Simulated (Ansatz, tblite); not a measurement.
# C23H26F6INO4S2: a ladder of methods and basis sets

How do method and basis change the picture of C23H26F6INO4S2 (singlet)?

Computed with Ansatz 0.2.0, Gaussian basis. Level: as each input shows.

Levels to be run: GFN1-xTB, GFN2-xTB, PBE-D4/def2-SVP, r2SCAN-D4/def2-SVP, B97M-V/def2-SVP, r2SCANh-D4/def2-SVP, PBE-QIDH/def2-SVP, r2SCAN-D4/def2-mTZVP.

3 further runs of the same task are left out: 1 that didn't finish, 2 set aside as unsound or not needed.

## 1. The relaxed structure

The singlet was relaxed beforehand with PBE-D4/def2-SVP.

SMILES `CC(C)(C)c1ccc([I+]c2ccc(C(C)(C)C)cc2)cc1.O=S1(=O)[N-]S(=O)(=O)C(F)(F)C(F)(F)C1(F)F`, 63 atoms, charge 0, spin multiplicity 1.

Bond lengths: C1–C2 1.539 Å, C1–H22 1.110 Å, C1–H23 1.108 Å, C1–H24 1.108 Å, C2–C3 1.547 Å, C2–C4 1.546 Å, C2–C5 1.534 Å, C3–H25 1.110 Å, C3–H26 1.109 Å, C3–H27 1.109 Å, C4–H28 1.106 Å, C4–H29 1.107 Å, C4–H30 1.109 Å, C5–C6 1.409 Å, C5–C21 1.413 Å, C6–C7 1.401 Å, C6–H31 1.097 Å, C7–C8 1.395 Å and more. Angles: C2–C1–H22 112.3°, C2–C1–H23 109.4°, C2–C1–H24 110.8°, H22–C1–H23 107.1°, H22–C1–H24 109.0°, H23–C1–H24 107.9°, C1–C2–C3 109.2°, C1–C2–C4 108.2°, C1–C2–C5 111.7°, C3–C2–C4 109.9°, C3–C2–C5 108.2°, C4–C2–C5 109.6°, C2–C3–H25 110.0°, C2–C3–H26 111.4°, C2–C3–H27 111.7°, H25–C3–H26 108.0°, H25–C3–H27 107.6°, H26–C3–H27 107.9° and more.

I takes a core potential in the def2 sets. No spin-orbit coupling is included.

PBE0-D4/def2-SVP was run before; its log isn't repeated, and its numbers join the tables.

## 2. GFN1-xTB

Tight binding, by tblite at 300 K electronic temperature and without a spin-polarisation term:

```python
tblite.interface.Calculator('GFN1-xTB', numbers, positions, charge=0, uhf=0).singlepoint()
```

Energy -3444.8296 eV, HOMO -12.01 eV, LUMO -9.15 eV; 0.39 s.

## 3. GFN2-xTB

Tight binding, by tblite at 300 K electronic temperature and without a spin-polarisation term:

```python
tblite.interface.Calculator('GFN2-xTB', numbers, positions, charge=0, uhf=0).singlepoint()
```

Energy -3273.6554 eV, HOMO -11.36 eV, LUMO -8.51 eV; 0.33 s.

## 4. PBE-D4/def2-SVP

start.molden holds the orbitals of an earlier run on this state, given as this run's starting guess.

Input file in.yaml:

```yaml
crystal:
  periodic: [false, false, false]
  atoms:
    - {symbol: C, position_ang: [-5.561230, 0.796047, -0.863864]}
    - {symbol: C, position_ang: [-5.066536, 0.464805, 0.555368]}
    - {symbol: C, position_ang: [-6.149774, 0.875491, 1.580581]}
    - {symbol: C, position_ang: [-4.815756, -1.058609, 0.634709]}
    - {symbol: C, position_ang: [-3.774374, 1.217431, 0.896292]}
    - {symbol: C, position_ang: [-3.228092, 2.192380, 0.037903]}
    - {symbol: C, position_ang: [-2.023361, 2.844567, 0.329709]}
    - {symbol: C, position_ang: [-1.383160, 2.506483, 1.522702]}
    - {symbol: I, position_ang: [0.543152, 3.343292, 1.872540]}
    - {symbol: C, position_ang: [1.940376, 1.978576, 0.996971]}
    - {symbol: C, position_ang: [2.235980, 2.090494, -0.365027]}
    - {symbol: C, position_ang: [3.215716, 1.233817, -0.877842]}
    - {symbol: C, position_ang: [3.872654, 0.275539, -0.072389]}
    - {symbol: C, position_ang: [4.966844, -0.620143, -0.675498]}
    - {symbol: C, position_ang: [4.460689, -1.309110, -1.963149]}
    - {symbol: C, position_ang: [5.419354, -1.716324, 0.306106]}
    - {symbol: C, position_ang: [6.179477, 0.279624, -1.014936]}
    - {symbol: C, position_ang: [3.502686, 0.193508, 1.284211]}
    - {symbol: C, position_ang: [2.530812, 1.037245, 1.839370]}
    - {symbol: C, position_ang: [-1.879049, 1.560915, 2.426368]}
    - {symbol: C, position_ang: [-3.084725, 0.932836, 2.096803]}
    - {symbol: H, position_ang: [-5.824884, 1.867745, -0.978589]}
    - {symbol: H, position_ang: [-6.476110, 0.209558, -1.081719]}
    - {symbol: H, position_ang: [-4.796848, 0.528991, -1.620185]}
    - {symbol: H, position_ang: [-7.097240, 0.339210, 1.366476]}
    - {symbol: H, position_ang: [-6.354563, 1.964953, 1.537692]}
    - {symbol: H, position_ang: [-5.848946, 0.625354, 2.617975]}
    - {symbol: H, position_ang: [-4.005152, -1.359786, -0.054531]}
    - {symbol: H, position_ang: [-4.517576, -1.384701, 1.650020]}
    - {symbol: H, position_ang: [-5.747226, -1.598270, 0.366342]}
    - {symbol: H, position_ang: [-3.715902, 2.425792, -0.916349]}
    - {symbol: H, position_ang: [-1.588643, 3.550375, -0.389692]}
    - {symbol: H, position_ang: [1.704336, 2.787942, -1.024920]}
    - {symbol: H, position_ang: [3.448965, 1.306483, -1.949867]}
    - {symbol: H, position_ang: [3.588994, -1.957307, -1.757197]}
    - {symbol: H, position_ang: [5.269860, -1.934800, -2.392107]}
    - {symbol: H, position_ang: [4.159354, -0.580098, -2.740558]}
    - {symbol: H, position_ang: [6.185709, -2.354693, -0.177179]}
    - {symbol: H, position_ang: [5.875992, -1.295142, 1.224688]}
    - {symbol: H, position_ang: [4.574337, -2.369941, 0.601168]}
    - {symbol: H, position_ang: [6.572151, 0.781860, -0.107326]}
    - {symbol: H, position_ang: [5.911508, 1.065937, -1.749181]}
    - {symbol: H, position_ang: [6.997331, -0.329083, -1.453034]}
    - {symbol: H, position_ang: [3.955232, -0.559872, 1.941126]}
    - {symbol: H, position_ang: [2.238353, 0.927659, 2.890927]}
    - {symbol: H, position_ang: [-1.325636, 1.266853, 3.327775]}
    - {symbol: H, position_ang: [-3.467318, 0.161331, 2.779788]}
    - {symbol: O, position_ang: [0.297692, -0.906216, 2.307751]}
    - {symbol: S, position_ang: [-0.450002, -1.187371, 1.058175]}
    - {symbol: O, position_ang: [-1.789717, -1.810341, 1.142460]}
    - {symbol: N, position_ang: [-0.296178, 0.131282, 0.110366]}
    - {symbol: S, position_ang: [-0.901079, 0.142673, -1.403479]}
    - {symbol: O, position_ang: [-0.475950, 1.419740, -2.024447]}
    - {symbol: O, position_ang: [-2.295996, -0.324557, -1.585284]}
    - {symbol: C, position_ang: [0.149493, -1.209971, -2.220198]}
    - {symbol: F, position_ang: [-0.325816, -1.460814, -3.458203]}
    - {symbol: F, position_ang: [1.420189, -0.745980, -2.328020]}
    - {symbol: C, position_ang: [0.162902, -2.546427, -1.417201]}
    - {symbol: F, position_ang: [-1.068182, -3.098050, -1.485039]}
    - {symbol: F, position_ang: [1.049617, -3.386077, -2.035911]}
    - {symbol: C, position_ang: [0.580077, -2.453714, 0.083112]}
    - {symbol: F, position_ang: [0.434945, -3.672043, 0.643596]}
    - {symbol: F, position_ang: [1.890262, -2.097337, 0.153829]}
basis:
  gaussian: {orbitals: def2-SVP, fitting: {mean_field: def2-universal-jkfit}, initial_orbitals: start.molden}
hamiltonian: {xc: pbe, dispersion: d4}
scf: {omitted_lower_state_checks: [starts]}
output: {orbitals: {seedname: orbitals}}
```

The run is started by

```
ansatz run in.yaml --threads 2 --pin off --events-out ev --progress --plain --max-ram 32768MiB --backend cuda --devices 0, --max-vram 18GiB
```

After this run come: r2SCAN-D4/def2-SVP; B97M-V/def2-SVP; r2SCANh-D4/def2-SVP; PBE-QIDH/def2-SVP; r2SCAN-D4/def2-mTZVP.

Q: Predict the results of all the runs planned. Wanted: gap in def2-SVP, named functionals, smallest and largest; binding an atom, functionals in def2-SVP.

As calculated:

```
                                                quantity                                  value
gap in def2-SVP, named functionals, smallest and largest    2.47 eV (PBE-D4), 4.86 eV (PBE0-D4)
                binding an atom, functionals in def2-SVP  4.48 (r2SCANh-D4) to 4.69 eV (PBE-D4)
```

Over the named functionals in def2-SVP the gap runs from 2.47 eV (PBE-D4) to 4.86 eV (PBE0-D4); exact exchange widens it.
